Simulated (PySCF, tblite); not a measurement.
# C₆H₁₆Si₂: geometry, infrared bands and NMR shifts

What infrared bands and NMR shifts should C₆H₁₆Si₂ (`C=C[SiH2][C@@H](CC)[SiH2]C`) show?

The runs use tblite 0.8.0 and PySCF 2.14.0, with density-fitted response routines of our own; the level of theory stands in each step. All values are computed, except where a source is named. Atoms count from 0, in the outputs and in this text.

**1. The starting structure**

24 atoms, charge 0, multiplicity 1; geometry from: force field or distance geometry start.

Bonds of the start (Å): C0–C1 1.34, C1–Si2 1.84, Si2–C3 1.89, C3–C4 1.51, C4–C5 1.51, C3–Si6 1.86, Si6–C7 1.86, C0–H8 1.08, C0–H9 1.09, C1–H10 1.09, Si2–H11 1.47, Si2–H12 1.44, C3–H13 1.10, C4–H14 1.11, C4–H15 1.12, C5–H16 1.13, C5–H17 1.13, C5–H18 1.10, Si6–H19 1.49, Si6–H20 1.47, C7–H21 1.10, C7–H22 1.12, C7–H23 1.11.

**2. Relaxing the molecule with GFN2-xTB**

The job: settings as JSON, then the geometry in Å.

```
{"job": {"kind": "relax", "xc": "GFN2-xTB", "basis": "xTB"}, "charge": 0, "multiplicity": 1}
C      3.439900    -0.357400     0.038000
C      2.489600     0.410100     0.597200
Si     1.282200     1.179000    -0.559500
C     -0.294600     0.141200    -0.598800
C      0.026700    -1.330700    -0.695800
C     -1.277600    -2.096200    -0.721300
Si    -1.268500     0.424900     0.962400
C     -2.424000     1.879000     0.825900
H      3.494800    -0.521400    -1.031000
H      4.143400    -0.810400     0.737800
H      2.439200     0.562800     1.677000
H      0.888900     2.528000    -0.113000
H      1.839500     1.244100    -1.890600
H     -0.845900     0.423900    -1.504900
H      0.596900    -1.564400    -1.620700
H      0.616400    -1.652900     0.197500
H     -1.297300    -2.742400     0.203600
H     -1.338500    -2.729400    -1.653000
H     -2.114200    -1.383400    -0.697600
H     -0.321400     0.715400     2.075200
H     -2.098000    -0.757200     1.243200
H     -1.930700     2.781200     0.421700
H     -2.751900     2.120100     1.873800
H     -3.306800     1.555700     0.240700
```

Started as:

```sh
$ OMP_NUM_THREADS=1 python probes_run.py task.json out
```

One launch serves the whole session: the jobs run in the order shown.

**Question.** This job is followed by: GFN2-xTB harmonic vibrations, gas phase; GIAO PBE0/pcSseg-1 NMR shielding, non-relativistic, gas phase. Predict these results of the whole session: strongest single infrared mode (GFN2-xTB); zero-point energy (GFN2-xTB); 13C shifts against TMS (PBE0/pcSseg-1); 1H shifts against TMS (PBE0/pcSseg-1, means over atoms taken as alike); 29Si shifts against TMS (PBE0/pcSseg-1); surface potential, 1st and 99th percentile.

The runs gave:

| quantity | value |
| --- | --- |
| strongest single infrared mode (GFN2-xTB) | 2173 cm⁻¹, 480 km/mol |
| zero-point energy (GFN2-xTB) | 121.7 kcal/mol |
| 13C shifts against TMS (PBE0/pcSseg-1) | 144.0, 140.0, 26.5, 19.7, 12.1, -6.2 ppm |
| 1H shifts against TMS (PBE0/pcSseg-1, means over atoms taken as alike) | 6.45, 6.45, 6.26, 4.68, 4.58, 4.26, 4.14, 1.68, 1.46, 1.12, 0.19, 0.15 ppm |
| 29Si shifts against TMS (PBE0/pcSseg-1) | -35.5, -41.1 ppm |
| surface potential, 1st and 99th percentile | -0.52 V and 0.74 V |

**Reading.** Over 202 steps the energy fell by 0.794 eV; of the close pairs, C3–Si6 changed most, 1.862 to 1.910 Å. All 66 modes are real, so the xTB geometry is a minimum. The strongest single mode, at 2173 cm⁻¹, moves mainly H20. GFN2-xTB is a fitted tight-binding method: band positions and strengths are rough. Its intensities can rank the bands wrongly. The most deshielded carbon is C0 (terminal =CH2 carbon), at 144.0 ppm: an sp2 carbon of a C=C bond. The most deshielded hydrogen is H10 (hydrogen on an alkene CH), at 6.45 ppm: olefinic region.
